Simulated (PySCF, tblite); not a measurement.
# C₅H₁₃Si radical: geometry, infrared bands and EPR parameters

Wanted: the infrared bands and EPR parameters of C₅H₁₃Si radical (`CCC[Si](C)C`), by calculation.

Programs: tblite 0.8.0 and PySCF 2.14.0, with density-fitted response routines of our own. Each step states its level of theory. These are calculated values for one molecule in the gas phase, unless marked as measured. Atoms are numbered from 0 throughout.

### Step 1. The starting structure

19 atoms, charge 0, multiplicity 2; geometry from: force field or distance geometry start.

Bonds of the start (Å): C0–C1 1.52, C1–C2 1.52, C2–Si3 1.85, Si3–C4 1.83, Si3–C5 1.84, C0–H6 1.09, C0–H7 1.11, C0–H8 1.12, C1–H9 1.13, C1–H10 1.11, C2–H11 1.11, C2–H12 1.10, C4–H13 1.14, C4–H14 1.11, C4–H15 1.10, C5–H16 1.12, C5–H17 1.13, C5–H18 1.10.

### Step 2. Relaxing the molecule with GFN2-xTB

The job: settings as JSON, then the geometry in Å.

```
{"job": {"kind": "relax", "xc": "GFN2-xTB", "basis": "xTB"}, "charge": 0, "multiplicity": 2}
C      2.941200    -0.088400    -0.055400
C      1.502900    -0.144600    -0.528600
C      0.520700     0.250100     0.562500
Si    -1.147800     0.110400    -0.231300
C     -2.231600     1.544000     0.121700
C     -1.933700    -1.552600    -0.142700
H      2.986400    -0.428800     0.983700
H      3.538200    -0.755200    -0.706100
H      3.352800     0.955700    -0.126800
H      1.213600    -1.203700    -0.779900
H      1.356400     0.450700    -1.449700
H      0.655500     1.327400     0.810500
H      0.668900    -0.323300     1.485900
H     -1.957200     2.372800    -0.608000
H     -1.995000     1.990000     1.112600
H     -3.311800     1.363000     0.041100
H     -2.812100    -1.648700    -0.828900
H     -1.199200    -2.315700    -0.550200
H     -2.158000    -1.894000     0.882300
```

Run with:

```
$ OMP_NUM_THREADS=1 python probes_run.py task.json out
```

The driver reads the jobs from task.json and runs them one after another.

**Question.** This job is followed by: GFN2-xTB harmonic vibrations, gas phase; UKS B3LYP, pcH-1 on C H Si, non-relativistic, mean-field spin-orbit, GIAO. Predict these results of the whole session: strongest single infrared mode (GFN2-xTB); zero-point energy (GFN2-xTB); g(iso) (B3LYP); ⟨S²⟩; largest a(iso) (averaged by class); potential on the surface of density 0.002 e/bohr³, 1st and 99th percentile.

As calculated:

| quantity | value |
| --- | --- |
| strongest single infrared mode (GFN2-xTB) | 852 cm⁻¹, 121 km/mol |
| zero-point energy (GFN2-xTB) | 104.5 kcal/mol |
| g(iso) (B3LYP) | 2.00333 |
| ⟨S²⟩ | 0.751 (exact 0.75) |
| largest a(iso) (averaged by class) | 29Si on Si3, -479.0 MHz |
| potential on the surface of density 0.002 e/bohr³, 1st and 99th percentile | -0.33 V and 0.60 V |

**Reading.** Over 135 steps the energy fell by 0.651 eV; of the close pairs, Si3–C4 changed most, 1.832 to 1.908 Å. All 51 modes are real, so the xTB geometry is a minimum. GFN2-xTB is a fitted tight-binding method: band positions and strengths are rough. Its intensities can rank the bands wrongly. Most of the unpaired spin sits on Si3 (0.94 e). The isotropic g lies 1.0 ppt above the free-electron value. These values are for one conformer; the search (at its own cheap level) found 2 more, at 0.02, 0.19 kcal/mol (those within 0.05 may be mirror or relabelled copies), and measured spectra average over such forms.
